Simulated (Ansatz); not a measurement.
# CH3ClF2OSi: up Jacob's ladder to CCSD(T)

An exercise on one series of results from a longer session: the logs are not shown, and one member is left open.

Computed with Ansatz 0.2.0, Gaussian basis. Level: functionals in def2-TZVPP, the program's frozen cores in correlated methods.

Plan: LDA (SPW92), PBE-D4, revPBE-D4, BLYP-D4, r2SCAN-D4, B97M-V, PBE0-D4, B3LYP-D4, r2SCANh-D4, r2SCAN0-D4, HSE06-D4, BHLYP-D4, CAM-B3LYP-D4, LC-ωPBE, ωB97X-V, ωB97M-V, B2PLYP, PBE-QIDH; CCSD(T)/def2-SVP; CCSD(T)/def2-TZVPP; MP2/def2-QZVPP; extrapolation to the limit; RPA on PBE.

## The relaxed structure

An earlier PBE0-D4 in a triple-zeta def2 set relaxation fixed the geometry.

9 atoms, charge 0, spin multiplicity 1.

Atoms are counted from 1 here; the program's logs count them from 0.

Bond lengths: O1–Si2 1.614 Å, O1–H7 0.959 Å, Si2–F3 1.578 Å, Si2–F4 1.582 Å, Si2–C5 1.859 Å, C5–Cl6 1.790 Å, C5–H8 1.090 Å, C5–H9 1.090 Å. Angles: Si2–O1–H7 118.3°, O1–Si2–F3 106.7°, O1–Si2–F4 111.6°, O1–Si2–C5 113.3°, F3–Si2–F4 107.2°, F3–Si2–C5 109.4°, F4–Si2–C5 108.4°, Si2–C5–Cl6 108.1°, Si2–C5–H8 111.9°, Si2–C5–H9 112.5°, Cl6–C5–H8 107.6°, Cl6–C5–H9 107.7°, H8–C5–H9 108.7°.

Set-up of the first run:

Input file in.yaml:

```yaml
crystal:
  periodic: [false, false, false]
  atoms:
    - {symbol: O, position_ang: [1.740351, -0.644061, -0.137224]}
    - {symbol: Si, position_ang: [0.282181, -0.275343, -0.721389]}
    - {symbol: F, position_ang: [0.519030, 0.590496, -2.019645]}
    - {symbol: F, position_ang: [-0.514396, -1.569503, -1.159826]}
    - {symbol: C, position_ang: [-0.769652, 0.682417, 0.475211]}
    - {symbol: Cl, position_ang: [-0.798336, -0.207569, 2.028026]}
    - {symbol: H, position_ang: [1.791197, -1.084840, 0.712818]}
    - {symbol: H, position_ang: [-0.362443, 1.674433, 0.670395]}
    - {symbol: H, position_ang: [-1.799433, 0.787867, 0.134434]}
basis:
  gaussian: {orbitals: def2-TZVPP}
hamiltonian: {xc: lda}
output: {orbitals: {seedname: orbitals}}
```

The run is started by

```sh
ansatz run in.yaml --threads 4 --pin off --events-out ev --progress --plain --max-ram 10444MiB
```

Steps of the session up to this table: LDA; PBE-D4 (GGA); revPBE-D4 (GGA); BLYP-D4 (GGA); r2SCAN-D4 (meta-GGA); B97M-V (meta-GGA); PBE0-D4 (hybrid); B3LYP-D4 (hybrid); r2SCANh-D4 (hybrid); r2SCAN0-D4 (hybrid); HSE06-D4 (hybrid); BHLYP-D4 (hybrid); CAM-B3LYP-D4 (range-separated); LC-ωPBE (range-separated); ωB97X-V (range-separated); ωB97M-V (range-separated); B2PLYP (double hybrid); PBE-QIDH (double hybrid).

One of the session's tables, all rows but one given; the rest of the session is left out.

It belongs to the step «Frontier levels by functional». 

| functional | HOMO (eV) | gap (eV) |
| --- | --- | --- |
| LDA (SPW92) | -7.45 | 6.03 |
| PBE-D4 | -7.29 | 6.13 |
| revPBE-D4 | -7.23 | 6.17 |
| BLYP-D4 | -7.17 | 6.11 |
| r2SCAN-D4 | -7.62 | 6.74 |
| B97M-V | -7.72 | 6.87 |
| PBE0-D4 | -8.73 | 8.63 |
| B3LYP-D4 | -8.48 | 8.11 |
| r2SCANh-D4 | -8.14 | 7.66 |
| r2SCAN0-D4 | -8.94 | 9.02 |
| HSE06-D4 | ? | ? |
| BHLYP-D4 | -10.05 | 11.01 |
| CAM-B3LYP-D4 | -10.14 | 11.16 |
| LC-ωPBE | -11.54 | 13.88 |
| ωB97X-V | -11.16 | 13.33 |
| ωB97M-V | -11.00 | 12.92 |

Q: Estimate the row for HSE06-D4 from the others.

As computed: HOMO (eV): -8.32; gap (eV): 7.84. In the column «HOMO (eV)» it lies between B3LYP-D4 (-8.48) and r2SCANh-D4 (-8.14).
